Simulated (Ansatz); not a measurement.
# CdS, space group P6_3mc: the levels without and with spin-orbit coupling

Computed with the Python package of Ansatz (0.2.0).

The script reads `POSCAR_cds`:
```text
CdS
1.0
   4.15000000    0.00000000    0.00000000
  -2.07500000    3.59400543    0.00000000
   0.00000000    0.00000000    6.73700000
Cd S
2 2
Direct
   0.33333333    0.66666667    0.00000000
   0.66666667    0.33333333    0.50000000
   0.33333333    0.66666667    0.37500000
   0.66666667    0.33333333    0.87500000
```

The script, `cds.py`:
```python
"""What spin-orbit coupling does to the bands of CdS."""

import warnings

import ansatz as az
from ase.io import read


def main() -> None:
    warnings.simplefilter("ignore", az.DeckWarning)

    atoms = read("POSCAR_cds", format="vasp")
    xtal = az.Crystal.from_ase(atoms)

    calculation = (
        xtal.calculation()
        .functional("lda")
        .kpoints(mesh=(6, 6, 4))
        .occupations("fixed")
        .band_table()
    )
    for label, variant in (("scalar-relativistic", calculation), ("spin-orbit", calculation.spin(soc=True))):
        rep = variant.run(threads=1, backend="cpu").report
        zero = rep["band_edges_ev"][0] if rep.get("band_edges_ev") else rep["fermi_energy_ev"]
        near = [round(e - zero, 3) for e in rep["eigenvalues_ev"][0] if abs(e - zero) < 4]
        print(label)
        print("  band edges (eV):", [round(e, 3) for e in rep.get("band_edges_ev") or []] or "none reported")
        print("  levels at k =", rep["kpoints_frac"][0], "within 4 eV of the zero:", near)


if __name__ == "__main__":
    main()
```

```console
$ python cds.py
scalar-relativistic
  band edges (eV): [6.451, 7.361]
  levels at k = [0.0, 0.0, 0.0] within 4 eV of the zero: [-0.773, -0.773, -0.047, -0.0, 0.0, 0.91, 2.539]
spin-orbit
  band edges (eV): [6.468, 7.363]
  levels at k = [0.0, 0.0, 0.0] within 4 eV of the zero: [-0.813, -0.813, -0.769, -0.769, -0.076, -0.076, -0.018, -0.018, -0.0, 0.0, 0.895, 0.895, 2.522, 2.522]
```

Notes:
- The starting cell is as deposited in a crystallographic database; the results hold for this polymorph, which needn't be the stable one.
- Levels are Kohn-Sham eigenvalues on this mesh.
- With spin-orbit coupling each level holds one electron and, with inversion or at time-reversal points, comes in pairs; a window in energy can cut a split set.
- It ran for 34 s on 1 thread of Arm Neoverse V1, with other jobs on the host, peak memory 0.72 GiB.
